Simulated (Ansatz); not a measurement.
# Al2Cu (Khatyrkite): the cost of one run

Method: DFT, PBE, plane-wave PAW, default files, scalar-relativistic, frozen cores, as far as a step names no other, in Ansatz 0.2.0.

**1. The system as given**

It takes space group I4/mcm (No. 140, tetragonal). The conventional cell has a = 6.067 Å, b = 6.067 Å, c = 4.877 Å, α = 90.00°, β = 90.00°, γ = 90.00°. Around Al (site symmetry m2m) lie 4 Cu at 2.59 Å and 3 Al at 2.71 to 2.90 Å. Cu (site symmetry 422) has 2 Cu at 2.44 Å and 8 Al at 2.59 Å as nearest neighbours.

Structure file:

```
Al Cu
1.0
    -3.03350    3.03350    2.43850
     3.03350   -3.03350    2.43850
     3.03350    3.03350   -2.43850
Al Cu
4 2
Cartesian
  0.9592 3.9927 0.0000
  2.0743 0.9592 0.0000
  2.0743 -0.9592 2.4385
  0.9592 2.0743 2.4385
  0.0000 0.0000 1.2192
  0.0000 0.0000 3.6578
```

The earlier run gave: no gap over 0.1 eV on the mesh, largest force 0.006 eV/Å, pressure -0.3 GPa.

The printed gradients, by site:

| site | atoms | first shell | V_zz (10²¹ V/m²) | η | C_Q (MHz) |
| --- | --- | --- | --- | --- | --- |
| Al | 1, 2, 3, 4 | 4 Cu at 2.59 Å, 11 Al at 2.71–3.23 Å | -0.72 | 0.66 | -2.57 (²⁷Al) |
| Cu | 5, 6 | 2 Cu at 2.44 Å, 8 Al at 2.59 Å | -2.73 | 0.00 | 14.5 (⁶³Cu) |

V_zz is the principal component of the electric field gradient with the largest magnitude, η = (V_xx − V_yy)/V_zz and C_Q = eQV_zz/h. Nuclear quadrupole moments: year-2017 set (Pyykkö).

**2. Z stretched by +2 %, ions relaxed**

input.yaml

```yaml
crystal:
  lattice:
    - [-3.0335, 3.0335, 2.48727]
    - [3.0335, -3.0335, 2.48727]
    - [3.0335, 3.0335, -2.48727]
  atoms:
    - { symbol: Al, position: [0.6581, 0.1581, 0.8162] }
    - { symbol: Al, position: [0.1581, 0.3419, 0.5] }
    - { symbol: Al, position: [0.3419, 0.8419, 0.1838] }
    - { symbol: Al, position: [0.8419, 0.6581, 0.5] }
    - { symbol: Cu, position: [0.25, 0.25, 0.0] }
    - { symbol: Cu, position: [0.75, 0.75, 0.0] }
kpoints:
  mp_grid: { grid: [12, 12, 12] }
scf:
  occupations: { method: fermi_dirac, width: 0.05 }
hamiltonian:
  xc: pbe
  pseudopotentials: { kind: paw, frozen_core: stored }
output:
  forces: true
  stress: true
  populations: true
  efg: { quadrupole_moments_barn: { Al: 0.1466, Cu: -0.22 } }
  write_density: true
  write_potential: true
  elf: true
  volumetric_format: npy
relax:
  f_tol: 0.02
  max_steps: 60
```

On the command line:

```sh
$ ansatz run input.yaml --threads 1 --pin off --max-ram 3072MiB --backend cpu --events-out ev --progress --plain --runs-dir out
```

What time and memory should one allow on 1 thread of Intel Xeon at 2.50GHz (Skylake/Cascade Lake), shared host?

About 1.9 min, with a peak of 0.72 GiB.
